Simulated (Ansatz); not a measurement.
# C₂H₆OSi: basis-set convergence

An exercise on one series of results from a longer session: the logs are not shown, and one member is left open.

Program: Ansatz 0.2.0, Gaussian basis. Level of theory: one geometry, several basis sets. These are calculated values, not measurements.

Plan: PBE0-D4/def2-SVP; ωB97M-V/def2-SVP; PBE0-D4/def2-QZVPP; ωB97M-V/def2-QZVPP; the functionals' def2-TZVPP values are taken from earlier runs.

## Structure used throughout

An earlier PBE0-D4 in a triple-zeta def2 set relaxation fixed the geometry.

10 atoms, charge 0, spin multiplicity 1.

Atoms are counted from 1 here; the program's logs count them from 0.

Bond lengths: O1–C2 1.398 Å, O1–H5 0.963 Å, C2–C3 1.539 Å, C2–Si4 1.857 Å, C2–H6 1.092 Å, C3–Si4 1.856 Å, C3–H7 1.085 Å, C3–H8 1.087 Å, Si4–H9 1.478 Å, Si4–H10 1.476 Å. Angles: C2–O1–H5 108.0°, O1–C2–C3 117.9°, O1–C2–Si4 120.1°, O1–C2–H6 114.4°, C3–C2–Si4 65.5°, C3–C2–H6 113.5°, Si4–C2–H6 116.5°, C2–C3–Si4 65.5°, C2–C3–H7 117.6°, C2–C3–H8 114.2°, Si4–C3–H7 122.9°, Si4–C3–H8 114.8°, H7–C3–H8 113.4°, C2–Si4–C3 49.0°, C2–Si4–H9 119.3°, C2–Si4–H10 119.1°, C3–Si4–H9 120.3°, C3–Si4–H10 117.5° and more.

The first run:

Contents of in.yaml:

```yaml
crystal:
  periodic: [false, false, false]
  atoms:
    - {symbol: O, position_ang: [-0.759252, 1.058541, -1.275207]}
    - {symbol: C, position_ang: [-0.581838, 0.455799, -0.026617]}
    - {symbol: C, position_ang: [-0.062548, -0.992177, 0.007584]}
    - {symbol: Si, position_ang: [1.123631, 0.265300, 0.681997]}
    - {symbol: H, position_ang: [-1.471166, 0.596165, -1.729776]}
    - {symbol: H, position_ang: [-1.387592, 0.646067, 0.685333]}
    - {symbol: H, position_ang: [-0.590458, -1.701453, 0.636876]}
    - {symbol: H, position_ang: [0.202654, -1.393493, -0.967428]}
    - {symbol: H, position_ang: [1.319548, 0.397889, 2.141419]}
    - {symbol: H, position_ang: [2.290220, 0.616362, -0.151280]}
basis:
  gaussian: {orbitals: def2-SVP}
hamiltonian: {xc: pbe0, dispersion: d4}
output: {orbitals: {seedname: orbitals}}
```

The run is started by

```
ansatz run in.yaml --threads 2 --pin off --events-out ev --progress --plain --max-ram 4352MiB
```

Steps of the session up to this table: PBE0-D4 in def2-SVP; ωB97M-V in def2-SVP; PBE0-D4 in def2-QZVPP; ωB97M-V in def2-QZVPP.

One of the session's tables, all rows but one given; the rest of the session is left out.

| functional | basis | HOMO (eV) | LUMO (eV) |
| --- | --- | --- | --- |
| PBE0-D4 | def2-SVP | -6.76 | 0.68 |
| PBE0-D4 | def2-TZVPP | -6.83 | 0.19 |
| PBE0-D4 | def2-QZVPP | -6.85 | 0.03 |
| ωB97M-V | def2-SVP | ? | ? |
| ωB97M-V | def2-TZVPP | -9.01 | 1.84 |
| ωB97M-V | def2-QZVPP | -9.03 | 1.41 |

Q: Estimate the row for ωB97M-V, def2-SVP from the others.

**Answer.** HOMO (eV): -8.93; LUMO (eV): 2.58. In the column «HOMO (eV)» it lies between ωB97M-V, def2-TZVPP (-9.01) and PBE0-D4, def2-QZVPP (-6.85).
